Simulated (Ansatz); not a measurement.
# PmCd2: the cost of one run

Program: Ansatz 0.2.0. Level of theory: DFT PBE, scalar-relativistic, plane waves, PAW. These are calculated values, not measurements.

7 further runs of the same task are left out: 4 that didn't finish, 3 set aside as unsound or not needed. Runs told in other sessions of the task aren't counted.

### 1 The starting structure

The structure is trigonal, space group P-3m1 (No. 164). Conventional cell: a = 4.990 Å, b = 4.990 Å, c = 3.466 Å, α = 90.00°, β = 90.00°, γ = 120.00°. Around Pm (site symmetry -3m) lie 12 Cd at 3.24 to 3.49 Å and 2 Pm at 3.47 Å. Cd (site symmetry 3m) has 3 Cd at 2.92 Å and 3 Pm at 3.24 Å in its first shell of neighbours.

As a file:

```
CELL_PARAMETERS angstrom
4.99042 0.00000 0.00000
-2.49521 4.32183 0.00000
0.00000 0.00000 3.46593
ATOMIC_POSITIONS crystal
Pm 0.00000 0.00000 0.00000
Cd 0.33333 0.66667 0.43000
Cd 0.66667 0.33333 0.57000
```

The moments start at Pm 4.00 μB.

### 2 Full relaxation

The input, input.yaml:

```yaml
crystal:
  lattice:
    - [4.9904195541, 0.0, 0.0]
    - [-2.495209777, 4.3218301094, 0.0]
    - [0.0, 0.0, 3.4659312204]
  atoms:
    - { symbol: Pm, position: [0.0, 0.0, 0.0], spin: 4.0 }
    - { symbol: Cd, position: [0.3333333333, 0.6666666667, 0.43] }
    - { symbol: Cd, position: [0.6666666667, 0.3333333333, 0.57] }
basis:
  ecutwfc: 600
  ecutrho_ratio: 5
kpoints:
  mp_grid: { grid: [8, 8, 10] }
hamiltonian:
  xc: pbe
scf:
  occupations: { method: gaussian, width: 0.05 }
output:
  forces: true
  stress: true
  eigenvalues: true
  populations: true
magnetization:
  spin_polarized: true
relax:
  f_tol: 0.01
  max_steps: 60
  cell: { stress_tol: 0.04 }
```

On the command line:

```bash
$ ansatz run input.yaml --threads 2 --pin off --max-ram 2662MiB --backend cpu --events-out ev --progress --plain --runs-dir out
```

What time and memory should one allow on 2 threads of Arm Neoverse V2, shared host?

About 3.1 min, with a peak of 1.1 GiB.
